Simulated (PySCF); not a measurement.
# A gas-phase reaction: CH5FSi + Br2 → CH4BrFSi + BrH

Aim: the reaction energy of `C[SiH2]F` + `BrBr` → `C[SiH](F)Br` + `Br`.

Programs: PySCF 2.14.0. All values are calculated, for the isolated system unless a continuum is named. Atoms count from 0, parts from 1.

### Step 1. The system as given

Each species was relaxed by itself at PBE0-D3(BJ)/def2-SVPD.

### Step 2. Energies of the species: wB97M-D3(BJ)/def2-TZVPD

The job: settings as JSON, then the geometry in Å.

```
{"job": {"kind": "react", "xc": "wB97M-D3(BJ)", "basis": "def2-TZVPD"}, "charge": 0, "multiplicity": 1}
-1 CH5FSi charge 0 multiplicity 1
C     -0.985480     0.077900     0.133780
Si     0.853620    -0.090060    -0.085300
F      1.455420     1.340100    -0.630900
H     -1.412760    -0.869990     0.495780
H     -1.225980     0.862480     0.865870
H     -1.474910     0.331620    -0.817770
H      1.546960    -0.382560     1.200690
H      1.206030    -1.116480    -1.106060

-1 Br2 charge 0 multiplicity 1
Br     1.150550    -0.003140    -0.002220
Br    -1.150820     0.004990     0.004090

+1 CH4BrFSi charge 0 multiplicity 1
C     -0.961550     0.245630     0.100110
Si     0.820290    -0.255080    -0.072530
F      1.263680    -1.099190     1.255740
Br     2.152390     1.520260    -0.186920
H     -1.081580     1.336260     0.055630
H     -1.564740    -0.204800    -0.701600
H     -1.350600    -0.107880     1.066240
H      1.124910    -1.117880    -1.239190

+1 BrH charge 0 multiplicity 1
Br     0.715030    -0.002440    -0.003380
H     -0.708680     0.005830     0.003000
```

Method: wB97M-D3(BJ)/def2-TZVPD reaction energy of separated species, gas phase.

On the command line:

```
> OMP_NUM_THREADS=1 python cluster_run.py task.json out
```

This one command runs all jobs of the session in turn.

Output:

```text
species 1 (CH5FSi)
coarse grid: 29256 points
cycle   1  E = -430.5938091843  dE = -4.161e-02  |g| = 5.558e-01  |ddm| = 2.047e+00
cycle   2  E = -430.5875782279  dE =  6.231e-03  |g| = 6.724e-01  |ddm| = 6.737e-01
cycle   3  E = -430.6495050096  dE = -6.193e-02  |g| = 3.587e-02  |ddm| = 2.842e-01
cycle   4  E = -430.6497828678  dE = -2.779e-04  |g| = 1.619e-02  |ddm| = 4.821e-02
cycle   5  E = -430.6498433104  dE = -6.044e-05  |g| = 3.554e-03  |ddm| = 1.874e-02
cycle   6  E = -430.6498465011  dE = -3.191e-06  |g| = 7.935e-04  |ddm| = 4.339e-03
final grid: 61600 points
cycle   7  E = -430.6498030705  dE = -1.807e-07  |g| = 6.377e-04  |ddm| = 3.502e-03
cycle   8  E = -430.6498030767  dE = -6.137e-09  |g| = 6.619e-04  |ddm| = 7.294e-04
cycle   9  E = -430.6498031356  dE = -5.897e-08  |g| = 5.450e-05  |ddm| = 2.735e-04
cycle  10  E = -430.6498031363  dE = -7.173e-10  |g| = 1.872e-05  |ddm| = 6.305e-05
converged SCF energy = -430.6498031363

species 2 (Br2)
coarse grid: 14664 points
cycle   1  E = -5148.2886920655  dE = -2.032e+00  |g| = 4.158e-01  |ddm| = 1.565e+00
cycle   2  E = -5148.3001172345  dE = -1.143e-02  |g| = 2.962e-01  |ddm| = 3.425e-01
cycle   3  E = -5148.3083610607  dE = -8.244e-03  |g| = 9.005e-03  |ddm| = 1.528e-01
cycle   4  E = -5148.3084056151  dE = -4.455e-05  |g| = 2.023e-03  |ddm| = 1.256e-02
cycle   5  E = -5148.3084091877  dE = -3.573e-06  |g| = 6.167e-04  |ddm| = 4.103e-03
final grid: 26152 points
cycle   6  E = -5148.3084026505  dE = -1.104e-07  |g| = 3.661e-04  |ddm| = 8.877e-04
cycle   7  E = -5148.3084026741  dE = -2.365e-08  |g| = 2.411e-04  |ddm| = 4.758e-04
cycle   8  E = -5148.3084026883  dE = -1.417e-08  |g| = 2.159e-05  |ddm| = 1.721e-04
cycle   9  E = -5148.3084026885  dE = -2.210e-10  |g| = 1.096e-05  |ddm| = 2.977e-05
converged SCF energy = -5148.3084026885

species 3 (CH4BrFSi)
coarse grid: 34112 points
cycle   1  E = -3004.1971473096  dE = -8.458e-01  |g| = 6.265e-01  |ddm| = 2.262e+00
cycle   2  E = -3004.1982153555  dE = -1.068e-03  |g| = 7.046e-01  |ddm| = 8.258e-01
cycle   3  E = -3004.2682365793  dE = -7.002e-02  |g| = 6.548e-02  |ddm| = 3.556e-01
cycle   4  E = -3004.2689223525  dE = -6.858e-04  |g| = 1.729e-02  |ddm| = 6.304e-02
cycle   5  E = -3004.2690015058  dE = -7.915e-05  |g| = 4.400e-03  |ddm| = 2.259e-02
cycle   6  E = -3004.2690067497  dE = -5.244e-06  |g| = 1.104e-03  |ddm| = 6.551e-03
final grid: 69304 points
cycle   7  E = -3004.2689993355  dE = -5.149e-07  |g| = 7.662e-04  |ddm| = 4.920e-03
cycle   8  E = -3004.2689993986  dE = -6.313e-08  |g| = 6.846e-04  |ddm| = 1.148e-03
cycle   9  E = -3004.2689994633  dE = -6.474e-08  |g| = 9.287e-05  |ddm| = 3.892e-04
cycle  10  E = -3004.2689994668  dE = -3.463e-09  |g| = 5.427e-05  |ddm| = 1.479e-04
cycle  11  E = -3004.2689994680  dE = -1.194e-09  |g| = 3.914e-06  |ddm| = 1.137e-04
cycle  12  E = -3004.2689994680  dE = -2.819e-11  |g| = 1.270e-06  |ddm| = 1.293e-05
converged SCF energy = -3004.2689994680

species 4 (BrH)
coarse grid: 9808 points
cycle   1  E = -2574.7444817725  dE = -1.115e+00  |g| = 2.814e-01  |ddm| = 9.887e-01
cycle   2  E = -2574.7574488251  dE = -1.297e-02  |g| = 1.487e-01  |ddm| = 2.655e-01
cycle   3  E = -2574.7608846201  dE = -3.436e-03  |g| = 8.656e-03  |ddm| = 8.708e-02
cycle   4  E = -2574.7609219848  dE = -3.736e-05  |g| = 2.523e-03  |ddm| = 1.268e-02
cycle   5  E = -2574.7609264152  dE = -4.430e-06  |g| = 6.497e-04  |ddm| = 4.934e-03
final grid: 18448 points
cycle   6  E = -2574.7609111058  dE = -1.922e-07  |g| = 3.884e-04  |ddm| = 9.237e-04
cycle   7  E = -2574.7609111334  dE = -2.763e-08  |g| = 2.729e-04  |ddm| = 3.936e-04
cycle   8  E = -2574.7609111405  dE = -7.083e-09  |g| = 3.379e-05  |ddm| = 1.359e-04
cycle   9  E = -2574.7609111415  dE = -1.018e-09  |g| = 1.120e-05  |ddm| = 6.292e-05
cycle  10  E = -2574.7609111415  dE = -5.002e-11  |g| = 1.703e-06  |ddm| = 1.292e-05
converged SCF energy = -2574.7609111415

Reaction energy = -45.585 kcal/mol
```

Wall time 21 s (1 thread of Intel Xeon 6975P-C, shared host); peak memory 0.76 GiB.

Species by species (with the dispersion term, which the log's SCF energies lack):

```csv
ν,species,energy (Eh),HOMO (eV)
-1,C[SiH2]F,-430.65619,-11.66
-1,BrBr,-5148.30959,-10.44
+1,C[SiH](F)Br,-3004.27695,-10.83
+1,Br,-2574.76148,-11.15
```

### Step 3. Energies of the species: PBE0-D3(BJ)/def2-TZVPD

Same as in step 2 but for these lines:

```diff
@@ -1,2 +1,2 @@
-{"job": {"kind": "react", "xc": "wB97M-D3(BJ)", "basis": "def2-TZVPD"}, "charge": 0, "multiplicity": 1}
+{"job": {"kind": "react", "xc": "PBE0", "basis": "def2-TZVPD", "disp": "d3bj"}, "charge": 0, "multiplicity": 1}
 -1 CH5FSi charge 0 multiplicity 1
```

Method: PBE0-D3(BJ)/def2-TZVPD reaction energy of separated species, gas phase.

Output:

```text
species 1 (CH5FSi)
coarse grid: 6896 points
cycle   1  E = -430.2544388822  dE = -5.189e-02  |g| = 5.980e-01  |ddm| = 2.155e+00
cycle   2  E = -430.1755061339  dE =  7.893e-02  |g| = 9.440e-01  |ddm| = 8.251e-01
cycle   3  E = -430.3161203887  dE = -1.406e-01  |g| = 8.017e-02  |ddm| = 4.720e-01
cycle   4  E = -430.3172650078  dE = -1.145e-03  |g| = 2.702e-02  |ddm| = 5.876e-02
cycle   5  E = -430.3174321264  dE = -1.671e-04  |g| = 3.482e-03  |ddm| = 1.860e-02
cycle   6  E = -430.3174344813  dE = -2.355e-06  |g| = 4.499e-04  |ddm| = 3.004e-03
final grid: 61600 points
cycle   7  E = -430.3169493069  dE = -2.601e-05  |g| = 4.906e-03  |ddm| = 7.939e-02
cycle   8  E = -430.3169470849  dE =  2.222e-06  |g| = 5.773e-03  |ddm| = 6.685e-03
cycle   9  E = -430.3169548053  dE = -7.720e-06  |g| = 2.431e-04  |ddm| = 3.457e-03
cycle  10  E = -430.3169548085  dE = -3.191e-09  |g| = 1.992e-04  |ddm| = 2.152e-04
cycle  11  E = -430.3169548145  dE = -5.967e-09  |g| = 2.031e-05  |ddm| = 1.062e-04
cycle  12  E = -430.3169548146  dE = -9.572e-11  |g| = 2.686e-06  |ddm| = 1.876e-05
converged SCF energy = -430.3169548146

species 2 (Br2)
coarse grid: 14664 points
cycle   1  E = -5147.6955174922  dE = -1.992e+00  |g| = 4.158e-01  |ddm| = 1.609e+00
cycle   2  E = -5147.7001486138  dE = -4.631e-03  |g| = 3.188e-01  |ddm| = 3.040e-01
cycle   3  E = -5147.7078029604  dE = -7.654e-03  |g| = 2.250e-02  |ddm| = 1.633e-01
cycle   4  E = -5147.7079140378  dE = -1.111e-04  |g| = 7.934e-03  |ddm| = 2.329e-02
cycle   5  E = -5147.7079303253  dE = -1.629e-05  |g| = 5.812e-04  |ddm| = 6.034e-03
cycle   6  E = -5147.7079303841  dE = -5.880e-08  |g| = 9.434e-05  |ddm| = 7.038e-04
final grid: 26152 points
cycle   7  E = -5147.7079424910  dE = -3.378e-09  |g| = 8.878e-05  |ddm| = 2.091e-04
cycle   8  E = -5147.7079424912  dE = -2.647e-10  |g| = 7.651e-05  |ddm| = 1.001e-04
cycle   9  E = -5147.7079424917  dE = -4.229e-10  |g| = 2.357e-06  |ddm| = 3.912e-05
converged SCF energy = -5147.7079424917

species 3 (CH4BrFSi)
coarse grid: 34112 points
cycle   1  E = -3003.5684966762  dE = -8.850e-01  |g| = 6.516e-01  |ddm| = 2.421e+00
cycle   2  E = -3003.4901557156  dE =  7.834e-02  |g| = 9.668e-01  |ddm| = 9.424e-01
cycle   3  E = -3003.6346504814  dE = -1.445e-01  |g| = 1.161e-01  |ddm| = 5.443e-01
cycle   4  E = -3003.6365775739  dE = -1.927e-03  |g| = 2.873e-02  |ddm| = 8.116e-02
cycle   5  E = -3003.6367591764  dE = -1.816e-04  |g| = 7.006e-03  |ddm| = 2.476e-02
cycle   6  E = -3003.6367692818  dE = -1.011e-05  |g| = 7.009e-04  |ddm| = 5.648e-03
cycle   7  E = -3003.6367693875  dE = -1.057e-07  |g| = 3.413e-04  |ddm| = 1.019e-03
final grid: 69304 points
cycle   8  E = -3003.6368005081  dE = -9.402e-08  |g| = 4.123e-04  |ddm| = 4.297e-03
cycle   9  E = -3003.6368004839  dE =  2.427e-08  |g| = 5.127e-04  |ddm| = 8.453e-04
cycle  10  E = -3003.6368005559  dE = -7.201e-08  |g| = 2.858e-05  |ddm| = 4.509e-04
cycle  11  E = -3003.6368005560  dE = -1.178e-10  |g| = 4.971e-06  |ddm| = 2.670e-05
converged SCF energy = -3003.6368005560

species 4 (BrH)
coarse grid: 9808 points
cycle   1  E = -2574.4494535845  dE = -1.081e+00  |g| = 2.724e-01  |ddm| = 1.042e+00
cycle   2  E = -2574.4540918403  dE = -4.638e-03  |g| = 1.699e-01  |ddm| = 2.601e-01
cycle   3  E = -2574.4588661970  dE = -4.774e-03  |g| = 3.007e-02  |ddm| = 1.194e-01
cycle   4  E = -2574.4590976793  dE = -2.315e-04  |g| = 4.156e-03  |ddm| = 2.212e-02
cycle   5  E = -2574.4591016818  dE = -4.002e-06  |g| = 1.311e-03  |ddm| = 4.270e-03
final grid: 18448 points
cycle   6  E = -2574.4591028051  dE = -7.034e-08  |g| = 1.375e-03  |ddm| = 2.024e-03
cycle   7  E = -2574.4591028194  dE = -1.432e-08  |g| = 1.399e-03  |ddm| = 1.791e-03
cycle   8  E = -2574.4591030403  dE = -2.209e-07  |g| = 5.149e-05  |ddm| = 8.398e-04
cycle   9  E = -2574.4591030410  dE = -6.871e-10  |g| = 1.026e-05  |ddm| = 4.413e-05
converged SCF energy = -2574.4591030410

Reaction energy = -45.168 kcal/mol
```

It took 11 s on 1 thread of Intel Xeon 6975P-C, shared host; peak memory 0.67 GiB.

Reaction energy at this level: -45.17 kcal/mol.

### Step 4. Side by side

Energies in kcal/mol, with wall time:

```csv
run,reaction,time
wB97M-D3(BJ)/def2-TZVPD,-45.59,21 s
PBE0-D3(BJ)/def2-TZVPD,-45.17,11 s
```

### Step 5. Results

| quantity | value |
| --- | --- |
| reaction energy (wB97M-D3(BJ)/def2-TZVPD) | -45.59 kcal/mol |
| ΔH, ΔG at 298 K (xTB thermal terms) | -46.6, -45.4 kcal/mol |
| range of the reaction energy over the runs of this table | -45.59 to -45.17 kcal/mol |

**Reading.** The reaction is exothermic by 46.6 kcal/mol in the gas phase; dispersion gives -0.59, and xTB itself gave -21.48 for the electronic energy (xTB energies and thermal terms come from the earlier relaxation of each species, not shown). No barrier was sought. xTB and this level differ widely in the electronic energy, so what comes from xTB (the thermal terms above all) is less safe here. The reaction energy runs from -45.59 (wB97M-D3(BJ)/def2-TZVPD) to -45.17 kcal/mol (PBE0-D3(BJ)/def2-TZVPD).
